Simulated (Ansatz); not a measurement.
# Bi2Te3 (Tellurobismuthite) (R-3m) in Ansatz: single point with PBE

Aim: the single point of Bi2Te3 (Tellurobismuthite) with PBE.

Program: Ansatz 0.2.0. These are calculated values, not measurements. Logs are shortened: lines on timing, memory, paths and dates and some standing lists are left out, and cuts for length are marked.

**Experimental background.**

“Vacancy and Antisite-Induced Ferromagnetism in Liquid-Phase Exfoliated Bi2Te3”, 2024, arxiv:2412.10539 quotes, for a bulk crystal of Bi2Te3: band gap 0.17 eV.

The runs below are set against these values where they give the same quantity.

## (1) Starting point

Symmetry: R-3m, No. 166, trigonal system. The conventional cell has a = 4.386 Å, b = 4.386 Å, c = 30.497 Å, α = 90.00°, β = 90.00°, γ = 120.00°. Around Bi (site symmetry 3m) lie 6 Te at 3.07 to 3.25 Å. Around Te (site symmetry 3m) lie 3 Bi at 3.07 Å. Around Te (site symmetry -3m) lie 6 Bi at 3.25 Å.

## (2) Single point, PBE

input.yaml

```yaml
crystal:
  lattice:
    - [2.193, 1.2661291403, 10.1656666667]
    - [-2.193, 1.2661291403, 10.1656666667]
    - [0.0, -2.5322582807, 10.1656666667]
  atoms:
    - { symbol: Bi, position: [0.6, 0.6, 0.6] }
    - { symbol: Bi, position: [0.4, 0.4, 0.4] }
    - { symbol: Te, position: [0.7905, 0.7905, 0.7905] }
    - { symbol: Te, position: [0.2095, 0.2095, 0.2095] }
    - { symbol: Te, position: [0.0, 0.0, 0.0] }
kpoints:
  mp_grid: { grid: [4, 4, 4] }
scf:
  occupations: { method: fermi_dirac, width: 0.03 }
hamiltonian:
  xc: pbe
  pseudopotentials: { kind: all_electron, lapw: { basis_error: 0.002 } }
output:
  forces: true
  stress: true
  eigenvalues: true
```

Potentials or basis: all-electron LAPW, scalar-relativistic.

Launch:

```bash
$ ansatz run input.yaml --threads 4 --pin off --max-ram 12288MiB --backend cpu --events-out ev --progress --plain --runs-dir out
```

Standard output:

```text
Warning: RAYON_NUM_THREADS=4 ignored (pool sized by the plan → 4); use --threads N
LAPW: plane waves up to 6.997 Å⁻¹, error target 2.0e-3 eV per atom; small_component_spin mean_spin; Te in spheres of 1.507 Å, 24 of its electrons in bands, Dirac shells []; Bi in spheres of 1.567 Å, 37 of its electrons in bands, Dirac shells [] (how accurate: hamiltonian.pseudopotentials.lapw.basis_error, Limitations)
Engine: ansatz 0.2.0, x86_64-unknown-linux-gnu
Pseudopotentials: kind: all_electron
Pseudopotential: Bi, LAPW, valence charge 37, lapw/all_electron/scalar/gaussian/Bi, Koelling and Harmon's equation, gaussian nucleus
Pseudopotential: Te, LAPW, valence charge 24, lapw/all_electron/scalar/gaussian/Te, Koelling and Harmon's equation, gaussian nucleus
Functional definition: PBE
  parameter kappa = 0.804
  parameter beta = 0.06672455060314922
  exchange = pbe_x(kappa = kappa, mu = beta*pi^2/3)
  correlation = pbe_c(beta = beta)
Crystal: 5 atoms, lattice volume = 169.357 Å³
[... 36 lines left out ...]
  E_smearing   = -0.000079  (= −TS)
  E_closure    = 0.000000  (closes the sum)
  E_atoms      = -1726047.921167  (free atoms, spherical and without spin; not in F)
  Σ components = -1726066.189557   (vs F -1726066.189557, Δ=0.00e0)
  Basis errors (estimates in eV, not in F): energy 8.3e-4 per atom: plane waves 7.1e-4 (4.0e-4 summed), levels above the bands 3.2e-109, relativity 1.2e-7, radial functions 1.2e-4, core shells 1.8e-8; eigenvalues (radial functions only) 2.8e-5; not estimated: angular momenta, meshes, grids; target (lapw.basis_error) 2.0e-3; muffin-tin radii Te 1.507 Å, Bi 1.567 Å
--- Forces (eV/Å), atoms counted from 1 ---
  atom   1  Bi     0.00000000     0.00000000    -0.01134505
  atom   2  Bi     0.00000000    -0.00000000     0.01134505
  atom   3  Te     0.00000000     0.00000000    -0.06302271
  atom   4  Te     0.00000000    -0.00000000     0.06302271
  atom   5  Te    -0.00000000    -0.00000000     0.00000000
  max |Σ_I F_I| component: 1.45e-19 eV/Å
--- Stress (GPa, compression-positive) ---
        1.980327       0.000000      -0.000000
        0.000000       1.980327       0.000000
       -0.000000       0.000000       1.678631
  P = ⅓ Tr σ = 1.8798 GPa (18.798 kbar)
--- Band table (eV; the first three rows and the last of 13) ---
  k-point 0: bands = ["-147.3057", "-147.3057", "-147.1238", "-141.5424", "-141.5424", "-136.6682", "-136.6682", "-136.6662", "-136.6662", "-136.6662", "-136.6662", "-136.6655", "-136.6655", "-136.6643", "-136.6643", "-136.6643", "-136.6643", "-136.6643", "-136.6643", "-97.3455", "-97.3455", "-97.3426", "-97.3426", "-97.3425", "-97.3425", "-97.1866", "-97.1503", "-97.1503", "-79.8030", "-79.8030", "-79.8029", "-79.8029", "-79.7996", "-79.7996", "-24.6778", "-24.6778", "-24.6728", "-24.6709", "-24.6708", "-24.6708", "-24.6693", "-24.6693", "-24.6685", "-24.6685", "-24.5139", "-24.5062", "-24.5062", "-24.4727", "-24.4727", "-11.1843", "-11.1843", "-11.1827", "-11.1827", "-11.1725", "-11.1712", "-11.1697", "-11.1697", "-11.1685", "-11.1685", "-1.2971", "-0.5712", "0.6286", "3.1180", "3.5783", "9.7154", "9.9510", "10.3043", "10.3043", "10.3279", "10.3279", "11.1708", "11.1708", "12.0357", "12.3326", "12.6880", "12.6880", "14.0080", "14.1463", "14.1463", "16.8683", "17.3843", "17.9980", "17.9980", "18.3715", "18.3715", "18.4807", "19.2297", "19.2297"]
  k-point 1: bands = ["-147.3057", "-147.3057", "-147.1238", "-141.5424", "-141.5424", "-136.6682", "-136.6682", "-136.6662", "-136.6662", "-136.6662", "-136.6662", "-136.6655", "-136.6655", "-136.6643", "-136.6643", "-136.6643", "-136.6643", "-136.6643", "-136.6643", "-97.3455", "-97.3455", "-97.3426", "-97.3426", "-97.3425", "-97.3425", "-97.1866", "-97.1503", "-97.1503", "-79.8030", "-79.8030", "-79.8030", "-79.8030", "-79.7996", "-79.7996", "-24.6777", "-24.6773", "-24.6722", "-24.6720", "-24.6706", "-24.6700", "-24.6692", "-24.6691", "-24.6684", "-24.6683", "-24.5136", "-24.5064", "-24.5063", "-24.4726", "-24.4721", "-11.1887", "-11.1866", "-11.1791", "-11.1774", "-11.1736", "-11.1717", "-11.1693", "-11.1681", "-11.1675", "-11.1667", "-0.7572", "-0.1322", "0.9891", "2.5499", "3.1241", "8.0930", "8.4555", "8.8422", "9.2985", "9.8159", "10.0143", "11.0557", "11.1588", "11.4207", "13.0554", "13.4651", "13.4995", "14.5515", "14.5692", "15.6877", "15.9116", "17.4642", "17.9435", "18.6607", "18.9833", "19.1752", "19.8160", "20.2942", "20.7825"]
  k-point 2: bands = ["-147.3057", "-147.3057", "-147.1238", "-141.5424", "-141.5424", "-136.6682", "-136.6682", "-136.6662", "-136.6662", "-136.6662", "-136.6662", "-136.6655", "-136.6655", "-136.6643", "-136.6643", "-136.6643", "-136.6643", "-136.6643", "-136.6643", "-97.3455", "-97.3455", "-97.3426", "-97.3426", "-97.3425", "-97.3425", "-97.1866", "-97.1503", "-97.1503", "-79.8030", "-79.8030", "-79.8030", "-79.8030", "-79.7996", "-79.7996", "-24.6777", "-24.6763", "-24.6736", "-24.6717", "-24.6698", "-24.6694", "-24.6691", "-24.6688", "-24.6686", "-24.6685", "-24.5133", "-24.5066", "-24.5063", "-24.4726", "-24.4715", "-11.1941", "-11.1915", "-11.1771", "-11.1763", "-11.1743", "-11.1742", "-11.1654", "-11.1645", "-11.1636", "-11.1620", "0.4928", "0.5286", "0.9582", "1.8548", "2.1125", "6.7551", "8.6384", "8.7748", "8.8130", "8.8884", "9.1273", "9.6234", "11.1213", "11.5274", "12.6151", "13.0937", "14.7845", "14.8219", "15.3725", "15.5693", "15.6389", "16.8332", "20.3111", "20.6765", "20.7339", "20.9856", "21.3017", "21.4052", "21.4132"]
  k-point 12: bands = ["-147.3057", "-147.3057", "-147.1238", "-141.5424", "-141.5424", "-136.6682", "-136.6682", "-136.6662", "-136.6662", "-136.6662", "-136.6662", "-136.6655", "-136.6655", "-136.6643", "-136.6643", "-136.6643", "-136.6643", "-136.6643", "-136.6643", "-97.3455", "-97.3455", "-97.3426", "-97.3426", "-97.3425", "-97.3425", "-97.1866", "-97.1503", "-97.1503", "-79.8029", "-79.8029", "-79.8029", "-79.8029", "-79.7996", "-79.7996", "-24.6778", "-24.6778", "-24.6728", "-24.6709", "-24.6707", "-24.6707", "-24.6692", "-24.6692", "-24.6685", "-24.6685", "-24.5139", "-24.5062", "-24.5062", "-24.4727", "-24.4727", "-11.1843", "-11.1843", "-11.1827", "-11.1827", "-11.1724", "-11.1713", "-11.1697", "-11.1697", "-11.1684", "-11.1684", "-1.1495", "-0.8845", "1.1221", "2.2519", "4.2002", "9.2042", "10.1823", "10.1823", "10.4831", "10.6232", "10.6232", "10.8808", "10.8808", "11.5954", "12.8812", "13.1703", "13.1703", "13.6813", "13.6813", "13.7534", "16.7123", "17.6061", "17.6061", "17.8630", "18.5813", "19.2241", "19.6546", "19.6546", "19.7594"]
```

Run time: 17 s. Hardware: 4 threads of Intel Xeon at 2.50GHz (Skylake/Cascade Lake), shared host; peak memory 0.59 GiB.

What came out:

| Quantity | Value |
| --- | --- |
| Free energy | -1726066.1896 eV |
| Pressure | 1.9 GPa |
| Largest force | 0.063 eV/Å |
| Band gap on the k mesh | 0.30 eV, direct |

Forces on the atoms (eV/Å):
```
Bi   0.000  0.000 -0.011
Bi   0.000  0.000  0.011
Te   0.000  0.000 -0.063
Te   0.000  0.000  0.063
Te   0.000  0.000  0.000
```

Stress tensor (GPa, compression positive):
```
1.98 0.00 0.00
0.00 1.98 0.00
0.00 0.00 1.68
```

Caveat: spin-orbit coupling is left out, which as a rule narrows the gap of such compounds by several tenths of an eV.

## (3) How close it comes

Step 2. Against the measured gap of Bi2Te3, 0.17 eV (quoted in “Vacancy and Antisite-Induced Ferromagnetism in Liquid-Phase Exfoliated Bi2Te3”, 2024, arxiv:2412.10539), the calculated 0.30 eV is off by +0.13 eV. Spin-orbit coupling on Bi, Te is left out. The value is that of PBE on a finite k mesh, which can miss the band edges, without temperature or zero-point motion.
